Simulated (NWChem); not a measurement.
# One shape, several levels: BN2H4F (SMILES NB(N)F)

Wanted: a comparison of 5 runs (HF/STO-3G, HF/3-21G, B3LYP/6-31G*, M06-2X/6-311+G**) of BN2H4F. 

Program for the calculation: NWChem 7.3.0.

## (1) The structure to begin with

BN2H4F has 8 atoms, charge 0, and is taken as a singlet. SMILES: `NB(N)F`. The coordinates come from a PBE0-D4/def2-TZVP relaxation.

Bond lengths: N1–B2 1.409 Å, B2–N3 1.409 Å, B2–F4 1.350 Å, N1–H5 1.003 Å, N1–H6 1.002 Å, N3–H7 1.002 Å, N3–H8 1.003 Å. Angles: N1–B2–N3 124.8°, N1–B2–F4 117.6°, N3–B2–F4 117.6°, B2–N1–H5 121.2°, B2–N1–H6 124.3°, B2–N3–H7 124.3°, B2–N3–H8 121.2°, H5–N1–H6 114.5°, H7–N3–H8 114.5°.

## (2) Energy and forces at HF/STO-3G (run 1)

File run.py:

```python
from ase import Atoms
from ase.calculators.nwchem import NWChem

atoms = Atoms(['N', 'B', 'N', 'F', 'H', 'H', 'H', 'H'], positions=[
    [-0.498800, 1.126200, -0.251400],
    [-0.102600, -0.220500, -0.374700],
    [0.632300, -0.934100, 0.593100],
    [-0.452700, -0.874800, -1.502100],
    [-1.022300, 1.582800, -0.975200],
    [-0.293400, 1.705100, 0.540500],
    [0.943100, -0.548000, 1.464100],
    [0.886500, -1.893900, 0.449900],
])

calc = NWChem(
    label='bfh4n2',
    theory='scf',
    memory='2200 mb',
    basis='STO-3G',
    basispar='spherical bse',
    scf={'nopen': '0', 'rhf': None, 'thresh': '1e-08', 'maxiter': '80'},
)
atoms.calc = calc

forces = atoms.get_forces()
e = atoms.get_potential_energy()
print(f"E = {e:.6f} eV")
print("forces (eV/A):")
for s, f in zip(atoms.symbols, forces):
    print(f"{s:2s} {f[0]:10.5f} {f[1]:10.5f} {f[2]:10.5f}")
print("dipole (e A):", atoms.get_dipole_moment().round(4))
```

Run with:

```
$ export ASE_NWCHEM_COMMAND="nwchem PREFIX.nwi > PREFIX.nwo"
$ python run.py
```

The log of the run:

```text
E = -6322.574287 eV
forces (eV/A):
N     0.35610   -0.85901    0.12444
B    -0.41991   -0.78758   -1.35214
N    -0.47257    0.64797   -0.49638
F     0.30493    0.56935    0.98088
H    -0.33054    0.38772   -0.39060
H     0.09847    0.45961    0.50193
H     0.24878    0.18923    0.61634
H     0.21474   -0.60735    0.01553
dipole (e A): [0.0886 0.1657 0.2855]
```

The calculator wrote bfh4n2.nwi:

```
title "bfh4n2"

permanent_dir bfh4n2

scratch_dir bfh4n2

start bfh4n2

geometry units angstrom nocenter noautosym noautoz
  N  -4.9880000000000002e-01 1.1262000000000001e+00 -2.5140000000000001e-01
  B  -1.0260000000000000e-01 -2.2050000000000000e-01 -3.7469999999999998e-01
  N  6.3229999999999997e-01 -9.3410000000000004e-01 5.9309999999999996e-01
  F  -4.5269999999999999e-01 -8.7480000000000002e-01 -1.5021000000000000e+00
  H  -1.0223000000000000e+00 1.5828000000000000e+00 -9.7519999999999996e-01
  H  -2.9339999999999999e-01 1.7051000000000001e+00 5.4049999999999998e-01
  H  9.4310000000000005e-01 -5.4800000000000004e-01 1.4641000000000000e+00
  H  8.8649999999999995e-01 -1.8938999999999999e+00 4.4990000000000002e-01
end

memory 2200 mb

basis spherical bse noprint
   * library STO-3G
end

scf
  nopen 0
  rhf
  thresh 1e-08
  maxiter 80
end

task scf gradient
```

bfh4n2.nwo:

```text
Northwest Computational Chemistry Package (NWChem) 7.3.0
             --------------------------------------------------------

           Job information
           ---------------

    nwchem branch   = 7.3.0
    use scalapack   = T
    input           = bfh4n2.nwi
    prefix          = bfh4n2.
    data base       = bfh4n2/bfh4n2.db
    status          = startup
    nproc           =        1

           Memory information
           ------------------

    heap     =     72089596 doubles =      550.0 Mbytes
    stack    =     72089601 doubles =      550.0 Mbytes
    global   =    144179200 doubles =     1100.0 Mbytes (distinct from heap & stack)
    total    =    288358397 doubles =     2200.0 Mbytes
    verify   = yes
    hardfail = no

[... 135 lines left out ...]
 Convergence threshold     :          1.000E-08
[... 12 lines left out ...]
       Final RHF  results
[... 3 lines left out ...]
      One-electron energy =   -550.714382922197
[... 1 line left out ...]
 Nuclear repulsion energy =    114.961052141322
[... 32 lines left out ...]
                       ROHF Final Molecular Orbital Analysis
[... 201 lines left out ...]
                         RHF ENERGY GRADIENTS

    atom               coordinates                        gradient
                 x          y          z           x          y          z
   1 N      -0.942595   2.128209  -0.475077   -0.006925   0.016705  -0.002420
   2 B      -0.193886  -0.416685  -0.708080    0.008166   0.015316   0.026295
   3 N       1.194874  -1.765193   1.120796    0.009190  -0.012601   0.009653
[... 4 lines of this table left out ...]
   8 H       1.675242  -3.578952   0.850188   -0.004176   0.011811  -0.000302

                 ----------------------------------------
                 |  Time  |  1-e(secs)   |  2-e(secs)   |
                 ----------------------------------------
                 |  CPU   |       0.00   |       0.10   |
                 ----------------------------------------
                 |  WALL  |       0.00   |       0.10   |
                 ----------------------------------------

 Task  times  cpu:        0.6s     wall:        0.6s
 Total times  cpu:        0.6s     wall:        0.6s
```

It took 1.3 s on 1 thread of AMD EPYC 9R45 (Zen 5), shared host; peak memory 0.1 GiB.

## (3) Energy and gradient at HF/3-21G (run 2)

File nw.xyz:

```xyz
8
BFH4N2
N     -0.498800     1.126200    -0.251400
B     -0.102600    -0.220500    -0.374700
N      0.632300    -0.934100     0.593100
F     -0.452700    -0.874800    -1.502100
H     -1.022300     1.582800    -0.975200
H     -0.293400     1.705100     0.540500
H      0.943100    -0.548000     1.464100
H      0.886500    -1.893900     0.449900
```

File run.py:

```python
from ase.io import read
from ase.calculators.nwchem import NWChem

atoms = read('nw.xyz')

calc = NWChem(
    label='nw',
    theory='scf',
    memory='2200 mb',
    basis='3-21G',
    basispar='spherical bse',
    scf={'nopen': '0', 'rhf': None, 'thresh': '1e-08', 'maxiter': '80'},
)
atoms.calc = calc

forces = atoms.get_forces()
print(f"energy = {atoms.get_potential_energy():.6f} eV")
print("forces (eV/A):")
for s, f in zip(atoms.symbols, forces):
    print(f"{s:2s} {f[0]:10.5f} {f[1]:10.5f} {f[2]:10.5f}")
print("dipole (e A):", atoms.get_dipole_moment().round(4))
```

Run with:

```
$ export ASE_NWCHEM_COMMAND="nwchem PREFIX.nwi > PREFIX.nwo"
$ python run.py
```

The log of the run:

```text
energy = -6374.001863 eV
forces (eV/A):
N    -0.19042    0.69636    0.09143
B     0.12861    0.23762    0.41395
N     0.37734   -0.34093    0.51427
F    -0.25793   -0.48254   -0.83160
H     0.10819   -0.09513    0.14907
H    -0.03234   -0.15185   -0.16512
H    -0.08089   -0.06006   -0.20003
H    -0.05260    0.19648    0.02808
dipole (e A): [0.1428 0.2671 0.4601]
```

The calculator wrote nw.nwi:

```
title "nw"

permanent_dir nw

scratch_dir nw

start nw

geometry units angstrom nocenter noautosym noautoz
  N  -4.9880000000000002e-01 1.1262000000000001e+00 -2.5140000000000001e-01
  B  -1.0260000000000000e-01 -2.2050000000000000e-01 -3.7469999999999998e-01
  N  6.3229999999999997e-01 -9.3410000000000004e-01 5.9309999999999996e-01
  F  -4.5269999999999999e-01 -8.7480000000000002e-01 -1.5021000000000000e+00
  H  -1.0223000000000000e+00 1.5828000000000000e+00 -9.7519999999999996e-01
  H  -2.9339999999999999e-01 1.7051000000000001e+00 5.4049999999999998e-01
  H  9.4310000000000005e-01 -5.4800000000000004e-01 1.4641000000000000e+00
  H  8.8649999999999995e-01 -1.8938999999999999e+00 4.4990000000000002e-01
end

memory 2200 mb

basis spherical bse noprint
   * library 3-21G
end

scf
  nopen 0
  rhf
  thresh 1e-08
  maxiter 80
end

task scf gradient
```

nw.nwo:

```text
Northwest Computational Chemistry Package (NWChem) 7.3.0
             --------------------------------------------------------

           Job information
           ---------------

    nwchem branch   = 7.3.0
    use scalapack   = T
    input           = nw.nwi
    prefix          = nw.
    data base       = nw/nw.db
    status          = startup
    nproc           =        1

           Memory information
           ------------------

    heap     =     72089596 doubles =      550.0 Mbytes
    stack    =     72089601 doubles =      550.0 Mbytes
    global   =    144179200 doubles =     1100.0 Mbytes (distinct from heap & stack)
    total    =    288358397 doubles =     2200.0 Mbytes
    verify   = yes
    hardfail = no

[... 135 lines left out ...]
 Convergence threshold     :          1.000E-08
[... 12 lines left out ...]
       Final RHF  results
[... 3 lines left out ...]
      One-electron energy =   -550.894460632901
[... 1 line left out ...]
 Nuclear repulsion energy =    114.961052141322
[... 34 lines left out ...]
                       ROHF Final Molecular Orbital Analysis
[... 207 lines left out ...]
                         RHF ENERGY GRADIENTS

    atom               coordinates                        gradient
                 x          y          z           x          y          z
   1 N      -0.942595   2.128209  -0.475077    0.003703  -0.013542  -0.001778
   2 B      -0.193886  -0.416685  -0.708080   -0.002501  -0.004621  -0.008050
   3 N       1.194874  -1.765193   1.120796   -0.007338   0.006630  -0.010001
[... 4 lines of this table left out ...]
   8 H       1.675242  -3.578952   0.850188    0.001023  -0.003821  -0.000546

                 ----------------------------------------
                 |  Time  |  1-e(secs)   |  2-e(secs)   |
                 ----------------------------------------
                 |  CPU   |       0.00   |       0.13   |
                 ----------------------------------------
                 |  WALL  |       0.00   |       0.13   |
                 ----------------------------------------

 Task  times  cpu:        0.7s     wall:        0.7s
 Total times  cpu:        0.7s     wall:        0.7s
```

It took 1.4 s on 1 thread of AMD EPYC 9R45 (Zen 5), shared host; peak memory 0.1 GiB.

Run 3 isn't shown in full; the table further down has it.

## (4) Energy and forces at B3LYP/6-31G(d) (Cartesian functions) (run 4)

File job.nw:

```
start job
title "BFH4N2 B3LYP"
memory stack 880 mb heap 220 mb global 1100 mb
charge 0
geometry noautosym nocenter noautoz
N     -0.498800     1.126200    -0.251400
B     -0.102600    -0.220500    -0.374700
N      0.632300    -0.934100     0.593100
F     -0.452700    -0.874800    -1.502100
H     -1.022300     1.582800    -0.975200
H     -0.293400     1.705100     0.540500
H      0.943100    -0.548000     1.464100
H      0.886500    -1.893900     0.449900
end
basis cartesian
* library 6-31G*
end
dft
xc b3lyp
grid xfine
convergence energy 1e-08
maxiter 100
mulliken
print medium
end
task dft gradient
```

Run with:

```
$ nwchem job.nw > job.out
```

The log of the run:

```text
[...]
          Wavefunction type:  closed shell.
          No. of atoms     :     8
          No. of electrons :    32
[...]
          Charge           :     0
          Spin multiplicity:     1
[...]
          AO basis - number of functions:    68
[...]
              XC Information
              --------------
                         B3LYP Method XC Potential
                     Hartree-Fock (Exact) Exchange  0.200
                        Slater Exchange Functional  0.800 local
                    Becke 1988 Exchange Functional  0.720 non-local
              Lee-Yang-Parr Correlation Functional  0.810
                  VWN I RPA Correlation Functional  0.190 local
[...]
 d= 0,ls=0.0,diis     1   -236.6699315819 -3.52D+02  1.48D-02  7.22D-01     1.3
[...]
 d= 0,ls=0.0,diis     8   -236.7433510953  8.21D-11  8.36D-07  1.21D-08     8.8
         Total DFT energy =     -236.743351095298
      One electron energy =     -552.828385306939
           Coulomb energy =      231.129184774518
    Exchange-Corr. energy =      -30.005202704199
 Nuclear repulsion energy =      114.961052141322
[...]
      Total Density - Mulliken Population Analysis
     ---------------------------------------------
    Atom       Charge   Shell Charges
 -----------   ------   -------------------------------------------------------
    1 N    7     7.77   1.99  0.76  2.59  0.80  1.61  0.01
    2 B    5     4.45   1.99  0.52  1.44  0.10  0.29  0.12
    3 N    7     7.77   1.99  0.76  2.59  0.80  1.61  0.01
    4 F    9     9.27   1.99  0.95  3.34  0.89  2.02  0.07
    5 H    1     0.68   0.51  0.17
    6 H    1     0.69   0.51  0.18
    7 H    1     0.69   0.51  0.18
    8 H    1     0.68   0.51  0.17
[...]
  wavefunction    = closed shell
                         DFT ENERGY GRADIENTS
    atom               coordinates                        gradient
                 x          y          z           x          y          z
   1 N      -0.942595   2.128209  -0.475077   -0.000226  -0.000971  -0.001090
   2 B      -0.193886  -0.416685  -0.708080    0.000783   0.001507   0.002519
   3 N       1.194874  -1.765193   1.120796   -0.000484  -0.000462  -0.001251
   4 F      -0.855479  -1.653132  -2.838557    0.001446   0.002711   0.004674
   5 H      -1.931867   2.991058  -1.842861    0.002350  -0.002250   0.003119
   6 H      -0.554446   3.222172   1.021397   -0.000721  -0.003482  -0.003752
   7 H       1.782201  -1.035570   2.766748   -0.001893  -0.001398  -0.004660
   8 H       1.675242  -3.578952   0.850188   -0.001256   0.004346   0.000441
[...]
```

Wall time 12 s (1 thread of AMD EPYC 9R45 (Zen 5), shared host); peak memory 0.14 GiB.

## (5) Energy and gradient at M06-2X/6-311+G(d,p) (run 5)

File work.nw:

```
echo
start work
title "BFH4N2"
memory stack 880 mb heap 220 mb global 1100 mb

geometry units angstroms noautosym nocenter noautoz
N       -0.498800       1.126200      -0.251400
B       -0.102600      -0.220500      -0.374700
N        0.632300      -0.934100       0.593100
F       -0.452700      -0.874800      -1.502100
H       -1.022300       1.582800      -0.975200
H       -0.293400       1.705100       0.540500
H        0.943100      -0.548000       1.464100
H        0.886500      -1.893900       0.449900
end

basis spherical bse
* library 6-311+G**
end

dft
xc m06-2x
grid fine
convergence energy 1e-08
maxiter 100
mulliken
print medium
end

task dft gradient
```

Run with:

```
$ nwchem work.nw > work.out
```

The log of the run:

```text
[...]
          Wavefunction type:  closed shell.
          No. of atoms     :     8
          No. of electrons :    32
[...]
          Charge           :     0
          Spin multiplicity:     1
[...]
          AO basis - number of functions:   112
[...]
              XC Information
              --------------
                       M06-2X Method XC Functional
                     Hartree-Fock (Exact) Exchange  0.540
                        M06-2X Exchange Functional  1.000
                      M06-2X Correlation Potential  1.000
[...]
 d= 0,ls=0.0,diis     1   -236.6705306535 -3.52D+02  6.05D-03  7.22D-01     1.7
[...]
 d= 0,ls=0.0,diis     8   -236.7459656202 -2.90D-09  4.13D-07  1.13D-08    11.3
         Total DFT energy =     -236.745965620221
      One electron energy =     -552.365747350417
           Coulomb energy =      230.566383223885
    Exchange-Corr. energy =      -29.907653635011
 Nuclear repulsion energy =      114.961052141322
[...]
      Total Density - Mulliken Population Analysis
     ---------------------------------------------
    Atom       Charge   Shell Charges
 -----------   ------   -------------------------------------------------------
    1 N    7     7.76   1.10  0.90  0.81  0.82  1.85  0.66  1.42  0.03  0.17  0.01
    2 B    5     4.43   1.13  0.86  0.49  0.61  0.89  0.12  0.05  0.00  0.00  0.28
    3 N    7     7.76   1.10  0.90  0.81  0.82  1.85  0.66  1.42  0.03  0.17  0.01
    4 F    9     9.12   1.08  0.92  1.17  1.07  2.38  0.88  1.70 -0.16  0.09  0.00
    5 H    1     0.72   0.27  0.39  0.02  0.04
    6 H    1     0.74   0.27  0.39  0.03  0.04
    7 H    1     0.74   0.27  0.39  0.03  0.04
    8 H    1     0.72   0.27  0.39  0.02  0.04
[...]
  wavefunction    = closed shell
                         DFT ENERGY GRADIENTS
    atom               coordinates                        gradient
                 x          y          z           x          y          z
   1 N      -0.942595   2.128209  -0.475077   -0.000310   0.000256  -0.000429
   2 B      -0.193886  -0.416685  -0.708080   -0.000625  -0.001127  -0.002018
   3 N       1.194874  -1.765193   1.120796    0.000184  -0.000598  -0.000032
   4 F      -0.855479  -1.653132  -2.838557    0.001102   0.002068   0.003565
   5 H      -1.931867   2.991058  -1.842861    0.001173  -0.000710   0.001834
   6 H      -0.554446   3.222172   1.021397   -0.000522  -0.001081  -0.001752
   7 H       1.782201  -1.035570   2.766748   -0.000596  -0.001001  -0.001838
   8 H       1.675242  -3.578952   0.850188   -0.000406   0.002193   0.000670
[...]
```

Wall time 17 s (1 thread of AMD EPYC 9R45 (Zen 5), shared host); peak memory 0.12 GiB.

## (6) All runs side by side

```csv
run,level,iteration cap,module,energy (Eh),dipole moment (D),HOMO energy (eV),LUMO energy (eV),wall time
1,HF/STO-3G,80,scf,-232.350321,1.64,-8.35,11.49,1.3 s
2,HF/3-21G,80,scf,-234.240250,2.65,-10.32,7.18,1.4 s
3,B3LYP/6-31G* (spherical functions),100,dft,-236.739693,2.24,-6.34,2.18,11 s
4,B3LYP/6-31G* (Cartesian functions),100,dft,-236.743351,2.25,-6.34,2.14,12 s
5,M06-2X/6-311+G**,100,dft,-236.745966,2.42,-8.64,-0.03,17 s
```

## (7) Outcome

| quantity | value |
| --- | --- |
| run 5: total energy | -236.74597 Eh |
| run 5: dipole moment | 2.42 D |
| run 5: HOMO energy | -8.64 eV |
| run 5: LUMO energy | -0.03 eV |
| run 5: HOMO–LUMO gap | 8.60 eV |
| run 5: largest force on an atom | 0.219 eV/Å |

The dipole moment (its size) runs from 1.64 D (HF/STO-3G) to 2.65 D (HF/3-21G). The HOMO–LUMO gap runs from 8.48 eV (B3LYP/6-31G*) to 19.84 eV (HF/STO-3G). The two ends differ in method and basis. Totals of different functionals can't be ranked against each other. In run 1 the basis is minimal, so the values are rough. All runs together took 42 s, the longest 17 s.
